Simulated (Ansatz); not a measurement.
# HSe+ (singlet): from Hartree-Fock to the top rungs at distance Se1–H2 = 2.427 Å, aug-cc-pVDZ

Aim: climb from Hartree-Fock through coupled cluster and multireference methods for HSe+ (singlet) at one geometry and basis, and see what each rung misses.

Method: aug-cc-pVDZ, core rule «outside noble gas», up to 14 orbitals frozen; program: Ansatz 0.2.0, Gaussian basis.

To be run: UHF; CCSD(T) on RHF; CCSD(T) on UHF; BCCD(T) on RHF; CISD; CCSDT(Q) on RHF; CCSDT(Q) on UHF; CASSCF and MRCISD+Q, 2 electrons in 2 orbitals; CASSCF and NEVPT2, 2 electrons in 2 orbitals; CASSCF and MRCISD+Q, 6 electrons in 5 orbitals; CASSCF and NEVPT2, 6 electrons in 5 orbitals; Full CI.

19 further runs of the same task are left out: 1 for a mislabelled method, 14 that didn't finish, 4 set aside as unsound or not needed.

## (1) The geometry

The geometry derives from a PBE0/def2-TZVP stationary point (not a proven minimum). One bond is set to the value named and the two fragments are kept rigid. No spin-orbit coupling is included. The filled d shell of Se may be among the frozen orbitals whatever the setting's name suggests; the logs give the count.

2 atoms, charge 1, spin multiplicity 1.

Atoms are counted from 1 here; the program's logs count them from 0.

No contacts short enough for the rule that draws bonds.

## (2) UHF

Contents of in.yaml:

```yaml
crystal:
  periodic: [false, false, false]
  atoms:
    - {symbol: Se, position_ang: [0.000000, 0.000000, 0.000000]}
    - {symbol: H, position_ang: [0.000000, 0.000000, 2.427000]}
basis:
  gaussian: {orbitals: aug-cc-pVDZ}
total_charge: 1
magnetization: {spin_polarized: true, initial_magnetization: 0}
hamiltonian: {xc: hf}
output: {orbitals: {seedname: orbitals}}
```

The run is started by

```
ansatz run in.yaml --threads 1 --pin off --events-out ev --progress --plain --max-ram 2393MiB
```

Further steps of the session: CCSD(T) on RHF; CCSD(T) on UHF; BCCD(T) on RHF; CISD; CCSDT(Q) on RHF; CCSDT(Q) on UHF; CASSCF and MRCISD+Q, 2 electrons in 2 orbitals; CASSCF and NEVPT2, 2 electrons in 2 orbitals; CASSCF and MRCISD+Q, 6 electrons in 5 orbitals; CASSCF and NEVPT2, 6 electrons in 5 orbitals; Full CI.

Q: Predict the results of all the runs planned. Wanted: FCI below the RHF energy; RMP2 from FCI; RCCSD from FCI; RCCSD(T) from FCI; RCCSDT(Q) from FCI; NEVPT2 valence from FCI; MRCISD+Q valence from FCI; T1 diagnostic; effectively unpaired electrons.

**Answer**, as computed:

| quantity | value |
| --- | --- |
| FCI below the RHF energy | -4.4445 eV |
| RMP2 from FCI | +1570.9 meV |
| RCCSD from FCI | +434.9 meV |
| RCCSD(T) from FCI | +172.4 meV |
| RCCSDT(Q) from FCI | -3.3 meV |
| NEVPT2 valence from FCI | +519.7 meV |
| MRCISD+Q valence from FCI | -23.8 meV |
| levels within 1 kcal/mol (43 meV) | RCCSDT, RCCSDT(Q), MRCISD+Q valence |
| T1 diagnostic | 0.035 |
| effectively unpaired electrons | 2.35 |

What this shows: RCCSD(T) lands +172.4 meV from the yardstick (3.9 % of the correlation energy). RCCSDT(Q), MRCISD+Q valence fall below full CI, which methods that aren't variational can do. With 2.3 effectively unpaired electrons against 0 the state is strongly multireference. Of the multireference levels listed MRCISD+Q valence comes nearest in total energy (-23.8 meV), which doesn't show that its space is the better one. These misses are within one basis, not against nature.
